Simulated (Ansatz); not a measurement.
**CH2NSn (SMILES N#[C][SnH2]): RPA@PBE0/def2-SVPD (core potential)**

Aim: the energy change on altering one bond length of CH2NSn at RPA@PBE0/def2-SVPD (core potential), from 2 runs. 

The calculation is run with Ansatz 0.2.0.

60 further runs of the same task are left out: 60 set aside as unsound or not needed. Runs told in other sessions of the task aren't counted.

## (1) The structure to begin with

CH2NSn has 5 atoms, charge 0, and is taken as a doublet. As SMILES, `N#[C][SnH2]`. The shape is that of a PBE0-D4/def2-TZVP optimisation.

Bond lengths: N1–C2 1.154 Å, C2–Sn3 2.115 Å, Sn3–H4 1.710 Å, Sn3–H5 1.710 Å. Angles: N1–C2–Sn3 175.8°, C2–Sn3–H4 105.7°, C2–Sn3–H5 105.7°, H4–Sn3–H5 113.6°.

## (2) The energy at RPA@PBE0/def2-SVPD (core potential)

File job.yaml:

```yaml
crystal:
  periodic: [false, false, false]
  atoms:
    - {symbol: N, position_ang: [0.833800, -1.535700, 1.665600]}
    - {symbol: C, position_ang: [0.506000, -0.851500, 0.796000]}
    - {symbol: Sn, position_ang: [0.009600, 0.331100, -0.886300]}
    - {symbol: H, position_ang: [-1.648500, 0.038200, -1.184000]}
    - {symbol: H, position_ang: [0.349000, 1.944400, -0.432600]}
basis:
  gaussian: {orbitals: def2-SVPD}
magnetization: {spin_polarized: true, initial_magnetization: 1}
hamiltonian: {xc: {name: PBE0}}
correlation: {method: rpa, frozen_orbitals: {C: 1, H: 0, "N": 1, Sn: 4}}
accuracy: high
```

Command:

```bash
$ ansatz run job.yaml --threads 1 --pin off --max-ram 3480MiB --events-out events.jsonl --progress --plain --runs-dir runs
```

The program printed:

```text
Warning: RAYON_NUM_THREADS=1 ignored (pool sized by the plan → 1); use --threads N
Functional definition: PBE0
  name "PBE0"
  parameter a = 0.25
  parameter kappa = 0.804
  parameter beta = 0.06672455060314922
  exchange = (1 - a)*pbe_x(kappa = kappa, mu = beta*pi^2/3) + a*exact_x
  correlation = pbe_c(beta = beta)
1938 factors; integrals over basis functions are off by at most 2.8e-9 eV
mean field evaluation 1: about -8379.3958 eV, gradient 2.9e1 eV
mean field evaluation 2: about -8379.5580 eV, gradient 2.9e1 eV
mean field evaluation 4: about -8383.0674 eV, gradient 1.4e1 eV
mean field evaluation 8: about -8384.0422 eV, gradient 7.7e-1 eV
mean field evaluation 16: about -8384.0464 eV, gradient 1.5e-3 eV
mean field evaluation 32: about -8378.2701 eV, gradient 1.2e1 eV
mean field -8384.04641509 eV, -308.1080228438 hartree, gradient 5.0e-8 eV, S^2 0.752253; 0 other end points of the search recorded, 0 dependent functions left out
6 core orbitals not correlated: weight in the atoms' cores, before any rotation towards them, 1.000 or more for the frozen orbitals, at most 0.000 for the correlated occupied ones
reference -8345.42742021 eV, -306.6888009587 hartree; 13, 12 occupied and 69, 70 virtual orbitals, 1938 factors
Total energy: -8360.96220612 eV, -307.2596938111 hartree
```

It took 17 s on 1 thread of Arm Neoverse V2, shared host; peak memory 0.51 GiB.

## (3) The distorted shape at the same level

File in.yaml:

```yaml
crystal:
  periodic: [false, false, false]
  atoms:
    - symbol: "N"
      position_ang: [1.331276, -1.447822, 1.754918]
    - symbol: C
      position_ang: [1.003476, -0.763622, 0.885318]
    - symbol: Sn
      position_ang: [0.507076, 0.418978, -0.796982]
    - symbol: H
      position_ang: [-1.648500, 0.038200, -1.184000]
    - symbol: H
      position_ang: [0.846476, 2.032278, -0.343282]
basis:
  gaussian:
    orbitals: def2-SVPD
magnetization:
  spin_polarized: true
  initial_magnetization: 1
hamiltonian:
  xc: {name: PBE0}
correlation:
  method: rpa
  frozen_orbitals: {C: 1, H: 0, "N": 1, Sn: 4}
accuracy: high
```

Command:

```bash
$ ansatz run in.yaml --threads 1 --pin off --max-ram 3480MiB --events-out events.jsonl --progress --plain --runs-dir runs
```

The program printed, shortened:

```text
Warning: RAYON_NUM_THREADS=1 ignored (pool sized by the plan → 1); use --threads N
[... 2 set-up lines as earlier in the session ...]
[...]
1944 factors; integrals over basis functions are off by at most 3.2e-9 eV
[...]
mean field -8383.14935143 eV, -308.0750563622 hartree, gradient 5.2e-8 eV, S^2 0.760797; 0 other end points of the search recorded, 0 dependent functions left out
6 core orbitals not correlated: weight in the atoms' cores, before any rotation towards them, 1.000 or more for the frozen orbitals, at most 0.000 for the correlated occupied ones
reference -8344.33745968 eV, -306.6487456482 hartree; 13, 12 occupied and 69, 70 virtual orbitals, 1944 factors
Total energy: -8360.04554928 eV, -307.2260072935 hartree
```

It took 19 s on 1 thread of Arm Neoverse V2, shared host; peak memory 0.51 GiB.

## (4) Outcome

At RPA@PBE0/def2-SVPD (core potential), 6 core orbitals frozen:

```
                                                          quantity          value
                                         first shape: total energy  -307.25969 Eh
                     first shape: RPA correlation energy (valence)     -570.9 mEh
                    first shape: ⟨S²⟩ of the reference determinant          0.752
                                     distorted shape: total energy  -307.22601 Eh
                 distorted shape: RPA correlation energy (valence)     -577.3 mEh
                distorted shape: ⟨S²⟩ of the reference determinant          0.761
energy change with the Sn3–H4 bond stretched from 1.710 to 2.223 Å       0.917 eV
```

In words: With the Sn3–H4 bond stretched from 1.710 to 2.223 Å the energy rises by 0.92 eV (21.1 kcal/mol). The first shape isn't relaxed at this level, so the change isn't measured from a minimum.
